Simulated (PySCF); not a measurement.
# [CoN2]-: structure of the singlet

The task is one start of a wider search on [CoN2]-: the singlet, from a bent start. It is relaxed, tested by its Hessian and followed downhill if it is a saddle.

Method: PBE0, basis Co def2-SVPD, N def2-SVPD, no relativity, density fitting; program: PySCF 2.14.0.

## Step 1: Where the work starts

3 atoms, charge -1, spin multiplicity 1.

Bond lengths: Co1–N2 1.630 Å, Co1–N3 1.630 Å. Angles: N2–Co1–N3 110.0°.

Z-matrix (Å, degrees; charge -1 multiplicity 1):
```
Co
N  1 1.6300
N  1 1.6300 2 110.00
```

## Step 2: Relaxation: bent start, singlet

One driver script runs all steps and calls PySCF; scf.py shows how it sets up the SCF of each step. The optimiser is the driver's own. Before each start the driver seeks the lowest SCF state from one or more starting densities and follows internal instabilities, so scf.py alone need not reach the same state.

The program finds C2v symmetry in the start, which this walk keeps. The walk stops when the largest gradient is under 0.0003 Eh/bohr and the energy has settled too.

The input, scf.py:

```python
from pyscf import gto, scf, dft
mol = gto.M(atom='''
Co     0.000000     0.000000    -0.301163
N      1.335200    -0.000000     0.633737
N     -1.335200     0.000000     0.633737''',
    basis={'Co': 'def2-SVPD', 'N': 'def2-SVPD'},
    charge=-1, spin=0)
mf = dft.RKS(mol, xc='PBE0')
mf.grids.atom_grid = (50, 194)
aux = {'Co': 'def2-universal-JKFIT', 'N': 'def2-universal-JKFIT'}
mf = mf.density_fit(auxbasis=aux)
mf.kernel()
```

Steps of the walk:

| step | energy (Eh) | change (kJ/mol) | largest symmetric gradient (Eh/bohr) |
| --- | --- | --- | --- |
| 0 | -1491.449066 | 0.00 | 0.08492 |
| 1 | -1491.460126 | -29.04 | 0.00690 |
| 2 | -1491.460366 | -29.67 | 0.00140 |
| 3 | -1491.460384 | -29.72 | 0.00025 |
| 4 | -1491.460384 | -29.72 | 0.00005 |

The walk ran for 2.8 s (4 threads, shared host).

It settles in C2v symmetry, 29.7 kJ/mol below the start, after 4 steps: Co–N 1.563 Å (×2); N–Co–N 120.7°.

## Step 3: Hessian and properties

On the finer grid the gradient is checked again; gradients at displacements of ±0.01 bohr then give force constants and infrared intensities.

scf.py: that of step 2 with these lines changed.

```diff
@@ -3,3 +3,3 @@
-Co     0.000000     0.000000    -0.301163
-N      1.335200    -0.000000     0.633737
-N     -1.335200     0.000000     0.633737''',
+Co     0.000000    -0.000000    -0.250659
+N      1.357020    -0.000000     0.524915
+N     -1.357020     0.000000     0.524915''',
@@ -9 +9 @@
-mf.grids.atom_grid = (50, 194)
+mf.grids.atom_grid = (75, 302)
```

This SCF starts from the last density.

SCF at the final geometry:

```text
init E= -1491.46060536576
  HOMO = -0.0104231521922387  LUMO = 0.0709045962851924  gap/eV = 2.21304
cycle= 1 E= -1491.46060533001  delta_E= 3.57e-08  |g|= 0.000522  |ddm|= 0.000237
  HOMO = -0.0104682866160113  LUMO = 0.0708367711447178  gap/eV = 2.21242
cycle= 2 E= -1491.46060338645  delta_E= 1.94e-06  |g|= 0.00385  |ddm|= 0.00176
  HOMO = -0.0104273794565586  LUMO = 0.0708973684394625  gap/eV = 2.21296
cycle= 3 E= -1491.46060536643  delta_E= -1.98e-06  |g|= 1.1e-05  |ddm|= 0.00155
  HOMO = -0.010428020118237  LUMO = 0.0708970109979639  gap/eV = 2.21297
cycle= 4 E= -1491.46060536644  delta_E= -8.87e-12  |g|= 8.59e-06  |ddm|= 1.59e-05
  HOMO = -0.0104288515773048  LUMO = 0.0708964938815759  gap/eV = 2.21298
Extra cycle  E= -1491.46060536585  delta_E= 5.97e-10  |g|= 5.18e-05  |ddm|= 4.58e-05
converged SCF energy = -1491.46060536585
```

The whole step took 8 s.

Geometry: C2v; Co–N 1.563 Å (×2); N–Co–N 120.5°.

Harmonic modes (main isotopes):

| symmetry | ω (cm⁻¹) | IR (km/mol) | type |
| --- | --- | --- | --- |
| a1 | 338 | 8.0 | bend |
| b2 | 1010 | 143 | stretch |
| a1 | 1050 | 0.3 | stretch |

Every mode is real; the point is a minimum.

Properties at this point:

| Quantity | Value |
| --- | --- |
| Dipole moment about the centre of mass | 3.64 D |
| Highest occupied level | -0.28 eV |
| Lowest empty level | 1.93 eV |
| Rotational constants | 1.476, 0.3269, 0.2676 cm⁻¹ |
| Zero-point energy | 14.3 kJ/mol |
| Principal polarisabilities | 56.4, 76.2, 84.5 bohr³ |
| Principal traceless quadrupole moments about the centre of mass | -9.65, 2.27, 7.38 D Å |
| Entropy at 298.15 K and 1 bar | 256.8 J/(mol K) |
| Heat capacity Cp at 298.15 K | 42.8 J/(mol K) |
| Enthalpy at 298.15 K above 0 K | 11.07 kJ/mol |
| Rotational symmetry number | 2 |

Charges (e) and bond orders:

```tsv
atom	Mulliken	Löwdin	polar tensor	Mayer order to Co1
Co1	-0.11	0.06	0.12	–
N2,3	-0.45	-0.53	-0.56	2.32
```

Mulliken populations on Co1: s 6.89, p 12.86, d 7.35, f 0.00.

## Step 4: Would spin polarisation lower it?

At the lowest minimum the closed shell is tested against spin polarisation, on the (50, 194) grid. It is unstable: an open-shell solution lies lower. That solution was not followed to a minimum here.

## Step 5: Results

| quantity | value |
| --- | --- |
| minimum | singlet, C2v (closed shell, unstable towards spin polarisation) |
| geometry | Co–N 1.563 Å (×2); N–Co–N 120.5° |
| wavenumbers (cm⁻¹) | 338 (a1), 1010 (b2), 1050 (a1) |
| dipole moment (centre of mass) | 3.64 D |
| highest occupied, lowest empty level | -0.28, 1.93 eV |
| polar-tensor charge of Co1 | +0.12 e |
| zero-point energy | 14.3 kJ/mol |

The molecule stays C2v, as typed, and the end point is a minimum. The strongest infrared band lies at 1010 cm⁻¹ (b2, stretch). Only this shape and spin were tried, so other structures or states may lie lower. The closed shell proved unstable towards spin polarisation, so a lower open-shell solution exists.

The search up to here took 18 s.
